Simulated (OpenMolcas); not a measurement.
# HF/def2-QZVPP (RICD fitting, core potential) run of ZrO2 (zirconia)

What is the vertical ionisation energy of ZrO2 (zirconia) at HF/def2-QZVPP (RICD fitting, core potential)? 

Program for the calculation: OpenMolcas 26.06.

## 1. Starting point

ZrO2 has 3 atoms, charge 0, and is taken as a singlet. As SMILES, `[O]=[Zr]=[O]`. The coordinates come from a PBE0-D4/def2-TZVP relaxation.

Bond lengths: O1–Zr2 1.761 Å, Zr2–O3 1.761 Å. Angles: O1–Zr2–O3 107.9°.

## 2. Energy and forces at HF/def2-QZVPP (RICD fitting, core potential)

Contents of job.inp:

```
&GATEWAY
BASLIB=$CurrDir
COORD
3
angstrom
O        0.654500       1.252500       0.388400
Zr       0.348500      -0.481700       0.351800
O       -1.003000      -0.770800      -0.740100
BASIS=def2-QZVPP
GROUP=NoSym
RICD
&SEWARD
&SCF
PRORBITALS=1 1
&ALASKA
```

The basis set def2-QZVPP is read from a file made from the Basis Set Exchange's data (not shown).

The run is started by

```
export MOLCAS_MEM=1860
pymolcas job.inp > job.log
```

The program printed:

```text
--- Start Module: gateway ---
[...]
--- Stop Module: gateway /rc=_RC_ALL_IS_WELL_ ---
[...]
      Basis functions          195
[...]
--- Start Module: scf ---
[...]
       Convergence after  14 Iterations
[...]
::    Total SCF energy                               -196.3431949263
[...]
      Total spin, S                                     0.0000000000
[...]
      Total electronic charge=   28.000000
      Total            charge=   -0.000000
[...]
      Dipole Moment (debye):
      Origin of the operator (angstrom)=    0.2113   -0.2921    0.2133
                   X=  4.7472E+00               Y= -6.5617E+00               Z=  4.7917E+00           Total=  9.4102E+00
      Quadrupole Moment (debye*angstrom):
[...]
--- Stop Module: scf /rc=_RC_ALL_IS_WELL_ ---
[...]
--- Start Module: alaska ---
[...]
 *              Molecular gradients               *
 **************************************************
  Irreducible representation: a
 ------------------------------------------------------------------------------------------
                              X                       Y                       Z
 ------------------------------------------------------------------------------------------
  O1               -3.38799490896058E-03    2.07041513066706E-02   -5.44189204954426E-03
  ZR2               1.90788465015945E-02   -2.63828142441129E-02    1.92591790110415E-02
  O3               -1.56908515922236E-02    5.67866293684105E-03   -1.38172869612507E-02
 ------------------------------------------------------------------------------------------
--- Stop Module: alaska /rc=_RC_ALL_IS_WELL_ ---
[...]
```

Run time: 34 s. Hardware: 1 thread of Arm Neoverse V2, shared host; peak memory 0.91 GiB.

## 3. The doublet cation at the same level

Contents of job.input:

```
* O2Zr Hartree-Fock
&GATEWAY
BasLib = $CurrDir
Coord
3
angstrom
O        0.654500       1.252500       0.388400
Zr       0.348500      -0.481700       0.351800
O       -1.003000      -0.770800      -0.740100
Basis = def2-QZVPP
Group = NoSym
RICD
&SEWARD
&SCF
UHF
Charge = 1
Spin = 2
PrOrbitals = 1 1
&ALASKA
```

The basis set def2-QZVPP is read from a file made from the Basis Set Exchange's data (not shown).

The run is started by

```
export MOLCAS_MEM=1860
pymolcas job.input > job.log
```

The program printed:

```text
--- Start Module: gateway ---
[...]
--- Stop Module: gateway /rc=_RC_ALL_IS_WELL_ ---
[...]
      Basis functions          195
[...]
--- Start Module: scf ---
[...]
       Convergence after  25 Iterations
[...]
::    Total SCF energy                               -196.0685288131
[...]
      Total spin, S                                     0.6549117577
[...]
      Total electronic charge=   27.000000
      Total            charge=    1.000000
[...]
      Dipole Moment (debye):
      Origin of the operator (angstrom)=    0.2113   -0.2921    0.2133
                   X=  3.3814E+00               Y= -4.6735E+00               Z=  3.4131E+00           Total=  6.7026E+00
      Center of Charge (angstrom)
[...]
--- Stop Module: scf /rc=_RC_ALL_IS_WELL_ ---
[...]
--- Start Module: alaska ---
[...]
 *              Molecular gradients               *
 **************************************************
  Irreducible representation: a
 ------------------------------------------------------------------------------------------
                              X                       Y                       Z
 ------------------------------------------------------------------------------------------
  O1               -1.40733002595406E-03   -2.93430558347296E-02    2.52857002176921E-03
  ZR2              -2.12173603937167E-02    2.93413052533200E-02   -2.14180720622021E-02
  O3                2.26246904198728E-02    1.75058086782087E-06    1.88895020406115E-02
 ------------------------------------------------------------------------------------------
--- Stop Module: alaska /rc=_RC_ALL_IS_WELL_ ---
[...]
```

It took 68 s on 1 thread of Arm Neoverse V2, shared host; peak memory 0.91 GiB.

## 4. What came out

At HF/def2-QZVPP (RICD fitting, core potential):

```
                                          quantity          value
                        singlet ZrO2: total energy  -196.34319 Eh
                       singlet ZrO2: dipole moment         9.41 D
                         singlet ZrO2: HOMO energy      -10.48 eV
                         singlet ZrO2: LUMO energy       -1.21 eV
                       singlet ZrO2: HOMO–LUMO gap        9.27 eV
            singlet ZrO2: largest force on an atom     1.945 eV/Å
                      doublet cation: total energy  -196.06853 Eh
doublet cation: HOMO energy (highest over α and β)      -16.20 eV
 doublet cation: LUMO energy (lowest over α and β)       -6.09 eV
                              doublet cation: ⟨S²⟩          1.084
          doublet cation: largest force on an atom     2.163 eV/Å
vertical ionisation energy (to the doublet cation)       7.474 eV
```

In words: The vertical ionisation energy comes to 7.47 eV (721 kJ/mol). The largest force (singlet ZrO2) is 1.95 eV/Å: the shape isn't a stationary point for this species at this level. −ε(HOMO) before ionisation, 10.48 eV, is 3.01 eV above this ionisation energy. Mulliken charges (singlet ZrO2) run from -0.74 on O1 to +1.49 on Zr2; in a basis this large or diffuse they mean little. ⟨S²⟩ (doublet cation) is 1.08 where a pure doublet has 0.75: the reference is spin-contaminated. Mulliken charges (doublet cation) run from -0.35 on O1 to +1.71 on Zr2; in a basis this large or diffuse they mean little.
